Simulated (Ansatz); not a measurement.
# W (diamond type): how the settings move a single-point run

How sensitive is a single-point run of W (diamond type) to its settings? A reference run comes first, then one run with altered input.

Program: Ansatz 0.2.0. Level of theory: reference: DFT, PBEsol, PAW with Ansatz's default frozen-core files, scalar-relativistic. These are calculated values, not measurements.

### Step 1. The structure to begin with

It takes space group Fd-3m (No. 227, cubic). Conventional cell: a = 4.412 Å, b = 4.412 Å, c = 4.412 Å, α = 90.00°, β = 90.00°, γ = 90.00°. W (site symmetry -43m) has 4 W at 1.91 Å as nearest neighbours.

As a file:

```cif
data_structure
_symmetry_space_group_name_H-M 'Fd-3m:1'
_symmetry_Int_Tables_number 227
_cell_length_a 4.4123
_cell_length_b 4.4123
_cell_length_c 4.4123
_cell_angle_alpha 90.000
_cell_angle_beta 90.000
_cell_angle_gamma 90.000
_cell_volume 85.90
loop_
_atom_site_label
_atom_site_type_symbol
_atom_site_symmetry_multiplicity
_atom_site_Wyckoff_symbol
_atom_site_fract_x
_atom_site_fract_y
_atom_site_fract_z
_atom_site_occupancy
W1 W 8 b 0.00000 0.50000 0.00000 1
```

### Step 2. Baseline

File input.yaml:

```yaml
crystal:
  lattice:
    - [0.0, 2.2061722399, 2.2061722399]
    - [2.2061722399, 0.0, 2.2061722399]
    - [2.2061722399, 2.2061722399, 0.0]
  atoms:
    - { symbol: W, position: [-0.125, -0.125, -0.125] }
    - { symbol: W, position: [0.125, 0.125, 0.125] }
kpoints:
  mp_grid: { grid: [14, 14, 14] }
  band_path:
    path:
      - [0.0, 0.0, 0.0]
      - [0.5, 0.0, 0.5]
      - [0.625, 0.25, 0.625]
      - [0.375, 0.375, 0.75]
      - [0.0, 0.0, 0.0]
      - [0.5, 0.5, 0.5]
      - [0.5, 0.25, 0.75]
      - [0.5, 0.0, 0.5]
    npoints: 8
scf:
  occupations: { method: fermi_dirac, width: 0.1 }
hamiltonian:
  xc: pbesol
  pseudopotentials: { kind: paw }
output:
  forces: true
  stress: true
  eigenvalues: true
  populations: true
  dos: { projected: true, de: 0.2, e_range: [-14, 8] }
```

Launch:

```
$ ansatz run input.yaml --threads 1 --pin off --max-ram 2048MiB --backend cpu --events-out ev --progress --plain --runs-dir out
```

### Step 3. Variant: spin_polarized true

input.yaml, as its differences from that of step 2:

```diff
@@ -31,2 +31,3 @@
   populations: true
-  dos: { projected: true, de: 0.2, e_range: [-14, 8] }
+magnetization:
+  spin_polarized: true
```

Before running it: what results should come out? Wanted: for each run, ending; energy change; pressure; gap; force.

The runs gave:

| run | ending | energy change | pressure (GPa) | gap (eV) | force (eV/Å) | cycles | time |
| --- | --- | --- | --- | --- | --- | --- | --- |
| reference | converged | 0 | 527.6 | 0.00 | 0.00 | 6 | 3.9 s |
| 1: spin_polarized true | converged | 0.0 meV/atom | 527.6 | 0.00 | 0.00 | 9 | 6.9 s |

Times don't compare one to one where runs were asked for different outputs or read a saved state (see the inputs); cycles may leave out searches for a lower state.

Residual by cycle in the longest SCF loop of each run; runs are numbered as in the table. The quantity is the density residual dr2, in eV.

| cycle | reference | run 1 |
| --- | --- | --- |
| 1 | 0.206 | 2.59 |
| 2 | 0.0696 | 1.56 |
| 3 | 3.7e-4 | 0.0109 |
| 4 | 8.3e-6 | 0.0122 |
| 5 | 5.2e-7 | 0.00373 |
| 6 | 1.1e-8 | 1.6e-4 |
| 7 | - | 3.0e-6 |
| 8 | - | 5.0e-7 |
| 9 | - | 1.7e-9 |

What this shows: With the changed spin polarisation the energy stays within 0.5 meV/atom: no moment was seeded, so none could form, and both runs end non-magnetic. The structure is not at rest: the sound run finds 528 GPa, so these are no properties of the relaxed crystal. 
